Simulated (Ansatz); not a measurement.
# CH2Ti: the cost of one run

Program: Ansatz 0.2.0, Gaussian basis. Level of theory: def2-TZVPP, core rule «outside noble gas», up to 10 orbitals frozen. These are calculated values, not measurements.

The runs, in order: UHF; CCSD(T) on ROHF; CCSD(T) on UHF; CCSDT(Q) on ROHF; CCSDT(Q) on UHF.

4 further runs of the same task are left out: 2 for a known fault of the program, 2 set aside as unsound or not needed.

## Step 1: What is computed

The geometry is a PBE0/def2-TZVP stationary point (not a proven minimum).

4 atoms, charge 1, spin multiplicity 2.

Atoms are counted from 1 here; the program's logs count them from 0.

Bond lengths: Ti1–C2 1.861 Å, C2–H3 1.095 Å, C2–H4 1.095 Å. Angles: Ti1–C2–H3 123.5°, Ti1–C2–H4 123.5°, H3–C2–H4 112.9°.

## Step 2: UHF

The input, in.yaml:

```yaml
crystal:
  periodic: [false, false, false]
  atoms:
    - {symbol: Ti, position_ang: [0.000000, 0.000000, 0.441460]}
    - {symbol: C, position_ang: [0.000000, 0.000000, -1.419602]}
    - {symbol: H, position_ang: [0.000000, -0.912483, -2.024398]}
    - {symbol: H, position_ang: [0.000000, 0.912483, -2.024398]}
basis:
  gaussian: {orbitals: def2-TZVPP}
total_charge: 1
magnetization: {spin_polarized: true, initial_magnetization: 1}
hamiltonian: {xc: hf}
output: {orbitals: {seedname: orbitals}}
```

On the command line:

```console
$ ansatz run in.yaml --threads 1 --pin off --events-out ev --progress --plain --max-ram 4096MiB --backend cpu
```

What time and memory should one allow on 1 thread of AMD EPYC 7R13, shared host?

About 65 s, with a peak of 0.3 GiB.
